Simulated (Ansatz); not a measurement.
A nudged elastic band was laid between two geometries of a periodic cell of 13 atoms, LiTc$_{12}$ (host Tc, host structure hcp, interstitial Li).

Theory: DFT PBE, scalar-relativistic, plane waves, PAW (Ansatz). Settings: cutoff 600 eV, k mesh 4x3x4, gaussian smearing 0.05 eV, no spin polarisation.

```yaml
movable_images: 2
climbing_image: yes
spring: 5.0 eV/Å²
optimiser: quadratic models (default)
start_path: default
force_threshold: 0.05 eV/Å
iteration_limit: 50
end_points: relaxed
```

Image 0:

```xyz
13
Lattice="5.4800 0.0000 0.0000 -4.1100 7.1187 0.0000 0.0000 0.0000 4.3950" Properties=species:S:1:pos:R:3
Tc -0.094 -0.077 -0.148
Tc -0.093 1.640 2.350
Tc -1.363 2.372 0.046
Tc -1.350 3.977 2.246
Tc -2.712 4.763 0.003
Tc -2.745 6.173 2.289
Tc 2.841 -0.064 -0.162
Tc 2.842 1.654 2.337
Tc 1.382 2.522 -0.101
Tc 1.350 3.933 2.186
Tc -0.012 4.719 -0.057
Tc 0.001 6.324 2.143
Li 1.375 0.788 1.094
```

Image 3:

```xyz
13
Lattice="5.4800 0.0000 0.0000 -4.1100 7.1187 0.0000 0.0000 0.0000 4.3950" Properties=species:S:1:pos:R:3
Tc -0.099 -0.071 0.149
Tc -0.098 1.646 2.044
Tc -1.369 2.378 -0.046
Tc -1.355 3.982 2.149
Tc -2.718 4.769 -0.002
Tc -2.747 6.179 2.106
Tc 2.836 -0.056 0.162
Tc 2.837 1.660 2.059
Tc 1.377 2.530 0.101
Tc 1.345 3.940 2.209
Tc -0.019 4.726 0.058
Tc -0.003 6.330 2.253
Li 1.367 0.795 3.301
```

**Question.** Which bonds break or form, and what moves?

**Answer.** The atom that moves furthest is Li13, by 2.21 Å; four of its nearest neighbours are Tc6 2.11, Tc9 2.11, Tc8 2.11, Tc1 2.11 Å at the first end and Tc9 2.11, Tc6 2.11, Tc1 2.11, Tc8 2.11 Å at the last.

**Question.** What energy profile does the band end with?

**Answer.** It converged. The highest image is number 1 of 0 to 3, 0.88 eV above the ends, which have the same energy within 2 meV. The order of the stationary point at the top wasn't checked. So few images can step over the top or miss a turn of the path. Limits of this set-up: coarse k mesh, a small cell, in which the defect meets its images.

| image | path coordinate (Å) | energy (eV) |
| --- | --- | --- |
| 0 | 0.00 | 0.00 |
| 1 | 1.48 | 0.88 |
| 2 | 2.44 | 0.25 |
| 3 | 3.40 | 0.00 |

**Question.** What is the geometry of the highest image?

**Answer.** 
```xyz
13
Lattice="5.4800 0.0000 0.0000 -4.1100 7.1187 0.0000 0.0000 0.0000 4.3950" Properties=species:S:1:pos:R:3
Tc 0.049 0.086 -0.021
Tc -0.093 1.558 2.169
Tc -1.289 2.423 -0.033
Tc -1.271 4.087 2.168
Tc -2.687 4.672 -0.023
Tc -3.193 5.859 2.181
Tc 2.740 0.025 -0.027
Tc 2.963 2.023 2.160
Tc 1.402 2.353 -0.038
Tc 1.212 3.831 2.160
Tc 0.008 4.838 -0.038
Tc -0.206 6.498 2.164
Li 1.763 0.499 2.176
```

Run time: 3 min on 4 threads of AMD EPYC 9R45 96-Core Processor (Zen 5) (shared host), peak memory 2.4 GiB.
